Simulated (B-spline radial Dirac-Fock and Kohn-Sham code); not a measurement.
**An X-ray data sheet for Ce³⁺, step by step**

What does theory give for the Ce³⁺ ion? The session works out its two-hole states.

Program: B-spline radial Dirac-Fock and Kohn-Sham code, version 2. Model: a free atom or ion on a radial basis; each step names its model. All values are calculated, but those marked as tabulated.

## 1. What is computed

The Ce³⁺ ion in the configuration [Xe] 4f1.

```yaml
nuclear_charge: 58
electrons: 55
mass_number: 140
nuclear_rms_radius: 4.8771 fm
```

## 2. Two holes

Model: Dirac-Fock average of configuration, Delta-SCF, finite nucleus, first-order Breit with its frequency dependence, self-energy and vacuum polarisation; two-hole levels by intermediate coupling within the shell, Auger rates as independent-particle Coulomb matrix elements.

Recorded inputs:

```ini
task = double
Z = 58
charge = 3
configuration = 1s2 2s2 2p6 3s2 3p6 3d10 4s2 4p6 4d10 4f1 5s2 5p6
mass_number = 140
rms_radius = 4.8771  # fm
```

Results of the run (chosen fields of its result record, rounded):

```text
status: converged
single_binding [eV]:
  K: 40476.16
  L1: 6590.352
  L2: 6200.344
  L3: 5759.257
  M1: 1476.146
  M2: 1311.371
  M3: 1222.97
  M4: 938.015
  M5: 919.6335
  N1: 334.8815
  N2: 271.7638
  N3: 252.8068
  N4: 147.2427
  N5: 143.9764
  N6,7: 34.98082
  O1: 72.96844
  O2: 53.07354
  O3: 50.11256
double_binding [eV]:
  KK: 81933.61
  KL2: 46961.05
  KL3: 46489.22
  KM2: 41874.98
  KM3: 41779.75
  KM4: 41490.46
  KM5: 41470.34
  L1L1: 13343.64
  L1L2: 12944.21
  L1L3: 12497.45
  L1M2: 7973.702
  L1M3: 7882.293
  L1M4: 7604.244
  L1M5: 7584.507
  L2L2: 12604.62
  L2L3: 12140.45
  L2M1: 7746.172
  L2M3: 7495.003
  L2M4: 7212.554
  L2M5: 7196.387
  L3L3: 11697.25
  L3M1: 7304.495
  L3M2: 7144.673
  L3M4: 6774.615
  L3M5: 6752.748
  M4M4: 1935.738
  M4M5: 1917.968
  M5M5: 1898.545
  M2M2: 2681.106
  M2M3: 2586.837
  M3M3: 2498.777
  N4N4: 317.5994
  N4N5: 314.5916
  N5N5: 311.01
  O2O2: 119.7365
  O2O3: 115.749
  O3O3: 112.8639
kalpha_Ln [eV]:
  - [0, 34569.83, 35287.06]
  - [1, 34652.36, 35371.22]
  - [2, 34736.25, 35456.74]
  - [3, 34821.53, 35543.64]
  - [4, 34908.18, 35631.94]
  - [5, 34996.23, 35721.63]
auger_lines [eV]:
  K-L123: [["L2L3", 2, 0.999038, 28327.8, 0.350516], ["L3L3", 2, 0.999038, 28786.1, 0.12604], ["L1L2", 1, 0.989297, 27519.8, 0.117681], ["L1L3", 1, 0.989297, 27944.2, 0.0985984], ["L1L1", 0, 0.994194, 27126.8, 0.0774533], ["L1L3", 2, 1.0, 28002.1, 0.0242112]]
  L2-M45: [["M4M5", 4, 0.966096, 4277.62, 0.54935], ["M4M4", 2, 0.94764, 4266.37, 0.13219], ["M4M5", 3, 1.0, 4288.95, 0.067821], ["M4M4", 0, 0.91862, 4247.97, 0.0189503], ["M4M5", 2, 0.935492, 4282.59, 0.0138518], ["M5M5", 2, 0.982702, 4299.61, 0.0109645]]
  L3-M45: [["M4M5", 4, 0.966096, 3836.53, 0.537956], ["M5M5", 4, 0.966096, 3864.99, 0.205592], ["M5M5", 2, 0.982702, 3858.53, 0.0934076], ["M4M5", 3, 1.0, 3847.86, 0.0784022], ["M4M5", 2, 0.935492, 3841.51, 0.049126], ["M4M4", 2, 0.94764, 3825.28, 0.0318226]]
  L2-M23: [["M2M3", 2, 0.997113, 3610.56, 0.167451], ["M2M2", 0, 0.994606, 3518.31, 0.0780431], ["M2M3", 1, 1.0, 3617.97, 0.0760761], ["M3M3", 2, 0.997113, 3704.19, 0.00146636], ["M3M3", 0, 0.994606, 3690.71, 0.00125871]]
```

Auger rows: leading holes, J, purity, kinetic energy, width; the six strongest of each group. kalpha_Ln rows: L holes, Kα centroid, hypersatellite. Left out are hole states that did not converge, or in which two open shells of one symmetry are about equally filled, where the average of configuration falls too low.

Hole-hole repulsion U = E(ab) - E(a) - E(b), in eV:

| holes | double | sum of singles | U |
| --- | --- | --- | --- |
| K K | 81933.6 | 80952.3 | 981.3 |
| K L2 | 46961.0 | 46676.5 | 284.5 |
| K L3 | 46489.2 | 46235.4 | 253.8 |
| K M2 | 41875.0 | 41787.5 | 87.44 |
| K M3 | 41779.8 | 41699.1 | 80.62 |
| K M4 | 41490.5 | 41414.2 | 76.29 |
| K M5 | 41470.3 | 41395.8 | 74.55 |
| L1 L1 | 13343.6 | 13180.7 | 162.9 |
| L1 L2 | 12944.2 | 12790.7 | 153.5 |
| L1 L3 | 12497.5 | 12349.6 | 147.8 |
| L1 M2 | 7973.7 | 7901.7 | 71.98 |
| L1 M3 | 7882.3 | 7813.3 | 68.97 |
| L1 M4 | 7604.2 | 7528.4 | 75.88 |
| L1 M5 | 7584.5 | 7510.0 | 74.52 |
| L2 L2 | 12604.6 | 12400.7 | 203.9 |
| L2 L3 | 12140.5 | 11959.6 | 180.9 |
| L2 M1 | 7746.2 | 7676.5 | 69.68 |
| L2 M3 | 7495.0 | 7423.3 | 71.69 |
| L2 M4 | 7212.6 | 7138.4 | 74.19 |
| L2 M5 | 7196.4 | 7120.0 | 76.41 |
| L3 L3 | 11697.3 | 11518.5 | 178.7 |
| L3 M1 | 7304.5 | 7235.4 | 69.09 |

## 3. Outcome

```
                quantity                    value
          largest U, K K                 981.3 eV
 Kα hypersatellite shift                +717.2 eV
strongest line of K-L123  L2L3, J = 2, 28327.8 eV
```

What this shows: Two holes repel most in K K, by 981.3 eV, and least in O2 O3, by 12.56 eV. An empty K shell moves Kα up by 717 eV. In the K-L123 Auger group the L2L3 J = 2 line carries 41 % of the rate. The Hartree-Fock and Dirac-Fock values hold no electron correlation.
